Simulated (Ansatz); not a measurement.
Working through a formation energy from the elements of Ta2H and its elements

Program: Ansatz's Python interface.

Notebook, run cell by cell (the value of a cell's last expression is shown):

**Cell 1**
```python
from collections import Counter
import csv
import warnings

import ansatz as az
import numpy as np
```

**Cell 2**
```python
PHASES = {
    "Ta2H": (
        [[1.720495, -2.371469, 0.0], [1.720495, 2.371469, 0.0], [0.0, 0.0, 4.758569]],
        [
            ("Ta", [0.0, 0.5, 0.26457]),
            ("Ta", [0.5, 0.0, 0.73543]),
            ("H", [0.0, 0.0, 0.0]),
        ],
    ),
    "Ta": (
        [[-1.65128, 1.65128, 1.65128], [1.65128, -1.65128, 1.65128], [1.65128, 1.65128, -1.65128]],
        [
            ("Ta", [0.0, 0.0, 0.0]),
        ],
    ),
    "H2": (
        [[9.0, 0.0, 0.0], [0.0, 9.5, 0.0], [0.0, 0.0, 10.0]],
        [
            ("H", [0.5, 0.5, 0.4625]),
            ("H", [0.5, 0.5, 0.5375]),
        ],
    ),
}


def build(vectors, sites):
    crystal = az.Crystal(lattice=az.Lattice.of(vectors))
    for symbol, position in sites:
        crystal = crystal.atom(symbol, position)
    return crystal

GASES = {"H2"}
```

**Cell 3**
```python
def solve(name, crystal):
    calc = (
        crystal.calculation()
        .functional("pbesol")
        .basis(21 * az.Ha)
        .kpoints(spacing=0.27)
        .occupations("fermi_dirac", width=0.02)
        .stress()
    )
    if name in GASES:
        return calc.kpoints(1, 1, 1).relax(force_tolerance=0.01).run(threads=1, backend="cpu")
    calc = calc.relax(force_tolerance=0.01, fix_cell=["shape"])
    return calc.run(threads=1, backend="cpu")
```

**Cell 4**
```python
def counts(outcome):
    return Counter(site.symbol for site in outcome.lattice.sites)
```

**Cell 5**
```python
def formation_energy(outcome, mu):
    n = counts(outcome)
    return (outcome.report["energy_sigma0_ev"] - sum(k * mu[element] for element, k in n.items())) / sum(n.values())
```

**Cell 6**
```python
def volume_per_atom(outcome):
    return abs(np.linalg.det(outcome.lattice.cell_ang)) / len(outcome.lattice.sites)

warnings.simplefilter("ignore")
```

**Cell 7**
```python
phases = {name: build(*cell) for name, cell in PHASES.items()}
```

**Cell 8**
```python
done = {name: solve(name, crystal) for name, crystal in phases.items()}
```

**Cell 9**
```python
# energy of one atom in its reference phase
references = {"Ta": "Ta", "H": "H2"}
mu = {element: done[name].report["energy_sigma0_ev"] / len(done[name].lattice.sites) for element, name in references.items()}
```

**Cell 10**
```python
target = done["Ta2H"]
heat = formation_energy(target, mu)
rows = [(name, len(o.lattice.sites), volume_per_atom(o), formation_energy(o, mu)) for name, o in done.items()]
with open("formation.csv", "w", newline="") as handle:
    writer = csv.writer(handle)
    writer.writerow(["phase", "atoms", "V (A^3/atom)", "E_form (eV/atom)"])
    writer.writerows([round(v, 4) if isinstance(v, float) else v for v in row] for row in rows)
print(open("formation.csv").read())
# gas references are bare DFT energies, without zero-point or fitted corrections
```
Output:
```text
phase,atoms,V (A^3/atom),E_form (eV/atom)
Ta2H,3,12.6933,-0.2035
Ta,1,17.8264,0.0
H2,2,427.5,0.0
```

What to keep in mind:
- The run is spin-unpolarised.
- For the metals among these phases the mesh is modest: differences between phases can be off by up to 40 meV an atom.
- The program warned that this SCF threshold is loose for forces or stresses.
- Atoms and volume are relaxed with the cell's shape held, which in cells of lower than cubic symmetry can hide stresses and shift volumes.
- Spin-orbit coupling, which matters for elements this heavy, is left out.
- The cells come from databases of deposited and of computed structures, and not all need be stable phases.
- The compound is the structure given, not necessarily its lowest; energies are at zero temperature, with no correction for gases. A semilocal functional's error on such energies is often 0.05 to 0.1 eV an atom, and 0.1 to 0.3 eV against gases such as O2 or F2.
- The script silences warnings, which a real study should read.
- Hardware and time: 83 s on 1 thread of Arm Neoverse N1 (shared host), peak memory 0.64 GiB.
